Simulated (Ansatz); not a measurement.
# KAl12: the cost of one run

All numbers below are computed with Ansatz 0.2.0 (DFT PBE, plane waves, PAW, scalar-relativistic, no spin polarisation).

## 1. The structure to begin with

The cell holds 13 atoms (Al12K): a = 5.728 Å, b = 5.728 Å, c = 15.677 Å, α = 90.00°, β = 90.00°, γ = 60.00°.

Coordinates:

```cif
data_structure
_symmetry_space_group_name_H-M 'P 1'
_symmetry_Int_Tables_number 1
_cell_length_a 5.7276
_cell_length_b 5.7276
_cell_length_c 15.6765
_cell_angle_alpha 90.000
_cell_angle_beta 90.000
_cell_angle_gamma 60.000
_cell_volume 445.37
loop_
_atom_site_label
_atom_site_type_symbol
_atom_site_fract_x
_atom_site_fract_y
_atom_site_fract_z
_atom_site_occupancy
Al1 Al 0.16667 0.16667 0.06379 1
Al2 Al 0.66667 0.16667 0.06379 1
Al3 Al 0.16667 0.66667 0.06379 1
Al4 Al 0.66667 0.66667 0.06379 1
Al5 Al 0.83333 0.33333 0.21295 1
Al6 Al 0.33333 0.33333 0.21295 1
Al7 Al 0.83333 0.83333 0.21295 1
Al8 Al 0.33333 0.83333 0.21295 1
Al9 Al 0.00000 0.00000 0.36210 1
Al10 Al 0.50000 0.00000 0.36210 1
Al11 Al 0.00000 0.50000 0.36210 1
Al12 Al 0.50000 0.50000 0.36210 1
K1 K 0.53723 0.97530 0.57389 1
```

## 2. End point A

Input file input.yaml:

```yaml
crystal:
  lattice:
    - [5.727565, 0.0, 0.0]
    - [2.863782, 4.960217, 0.0]
    - [0.0, 0.0, 15.676537]
  atoms:
    - { symbol: Al, position: [0.1666667, 0.1666667, 0.0637896] }
    - { symbol: Al, position: [0.6666667, 0.1666667, 0.0637896] }
    - { symbol: Al, position: [0.1666667, 0.6666667, 0.0637896] }
    - { symbol: Al, position: [0.6666667, 0.6666667, 0.0637896] }
    - { symbol: Al, position: [-0.1666667, 0.3333333, 0.2129468] }
    - { symbol: Al, position: [0.3333333, 0.3333333, 0.2129468] }
    - { symbol: Al, position: [-0.1666667, 0.8333333, 0.2129468] }
    - { symbol: Al, position: [0.3333333, 0.8333333, 0.2129468] }
    - { symbol: Al, position: [0.0, 0.0, 0.362104] }
    - { symbol: Al, position: [0.5, 0.0, 0.362104] }
    - { symbol: Al, position: [0.0, 0.5, 0.362104] }
    - { symbol: Al, position: [0.5, 0.5, 0.362104] }
    - { symbol: K, position: [0.5372339, -0.0247015, 0.5738855] }
basis:
  ecutwfc: 420.0
kpoints:
  mp_grid: { grid: [3, 3, 1] }
hamiltonian:
  xc: pbe
scf:
  occupations: { method: gaussian, width: 0.1 }
  lower_state_search: "off"
relax:
  f_tol: 0.03
  max_steps: 60
  adjacent_minimum: "off"
  constraints: [{ sites: [0, 1, 2, 3] }]
output:
  write_density: true
  write_potential: true
  elf: true
  volumetric_format: npy
```

Run with:

```
ansatz run input.yaml --threads 1 --pin off --max-ram 3072MiB --backend cpu --events-out ev --progress --plain --runs-dir out
```

Q: Estimate wall time and peak memory on 1 thread of Arm Neoverse V1, shared host.

About 1.7 min, with a peak of 0.51 GiB.
